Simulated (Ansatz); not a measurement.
What does this script print? It uses the Python package of Ansatz (0.2.0).

`ecut.py`
```python
from dataclasses import dataclass

import ansatz
from pymatgen.core import Lattice, Structure
from pymatgen.io.ase import AseAtomsAdaptor


@dataclass
class Settings:
    functional: str = "PBEsol"
    k_length: int = 20
    filling: str = "fermi_dirac"


settings = Settings()

pmg_structure = Structure(
    Lattice([(4.13, 0.0, 0.0), (-2.065, 3.57668492, 0.0), (0.0, 0.0, 7.15)]),
    ["Yb", "Yb", "Si", "Si", "Cu", "Cu"],
    [
        (0.0, 0.0, 0.0),
        (0.0, 0.0, 0.5),
        (1 / 3, 2 / 3, 0.75),
        (2 / 3, 1 / 3, 0.25),
        (1 / 3, 2 / 3, 0.25),
        (2 / 3, 1 / 3, 0.75),
    ],
)
cell = ansatz.Crystal.from_ase(AseAtomsAdaptor.get_atoms(pmg_structure))

calc = cell.calculation()
calc = calc.functional(settings.functional)
calc = calc.kpoints(length=settings.k_length).occupations(settings.filling)
calc = calc.forces().stress()

rows = []
for value in [250, 300, 350, 400]:
    summary = calc.basis(value).run().report
    rows.append((value, summary["free_energy_ev"] / len(summary["lattice"]["sites"]), summary["n_iterations"], sum(summary["stress_gpa"][i][i] for i in range(3)) / 3, max(abs(f) for row in summary["forces_ev_ang"] for f in row), summary["n_pw"]))

print(" cutoff (eV)   F/atom (eV)    iterations       P (GPa)  max component (eV/A)   plane waves")
for row in rows:
    print(f"{str(row[0]):>12s}  {row[1]:12.5f}  {row[2]:12d}  {row[3]:12.3f}  {row[4]:20.4f}  {row[5]:12d}")

for row in rows[:-1]:
    shift = 1000 * (row[1] - rows[-1][1])
    print(f"{row[0]}: {shift:+.2f} meV/atom" + ("  (within 2 meV)" if abs(shift) < 2 else ""))
```

Running `python ecut.py` prints:
```text
DeckWarning: basis.ecutwfc = 250 eV is below the records' recommended 420 eV, and the density's cutoff is lower with it unless basis.ecutrho_ratio is high enough to keep the records' density cutoff: compare with a run at a higher cutoff
DeckWarning: basis.ecutwfc = 300 eV is below the records' recommended 420 eV, and the density's cutoff is lower with it unless basis.ecutrho_ratio is high enough to keep the records' density cutoff: compare with a run at a higher cutoff
DeckWarning: basis.ecutwfc = 350 eV is below the records' recommended 420 eV, and the density's cutoff is lower with it unless basis.ecutrho_ratio is high enough to keep the records' density cutoff: compare with a run at a higher cutoff
DeckWarning: basis.ecutwfc = 400 eV is below the records' recommended 420 eV, and the density's cutoff is lower with it unless basis.ecutrho_ratio is high enough to keep the records' density cutoff: compare with a run at a higher cutoff
 cutoff (eV)   F/atom (eV)    iterations       P (GPa)  max component (eV/A)   plane waves
         250   -6961.44031            10         3.537                0.0000           979
         300   -6962.67034             9         0.556                0.0000          1275
         350   -6962.80153             9        -0.005                0.0000          1581
         400   -6962.80905             9        -0.050                0.0000          1931
250: +1368.74 meV/atom
300: +138.71 meV/atom
350: +7.52 meV/atom
```
(Warnings from the package without file and line.)

Reading the output:
- Semilocal functionals put the nearly full 4f shell of Yb too close to the Fermi level.
- The mesh is modest for a metal, so energies can be off by several to tens of meV an atom and pressures by half a GPa or more; differences at equal mesh fare better.
- Forces vanish by symmetry here and test nothing.
- Pressure is positive in compression.
- The structure is a deposited one; some such entries were measured under pressure or heat, so a shift against it needn't be the functional's error alone.
- Shifts are counted from the last row, which is itself no proven limit.
- It ran for 22 s on 1 thread of Arm Neoverse V1 (shared host), peak memory 0.54 GiB.
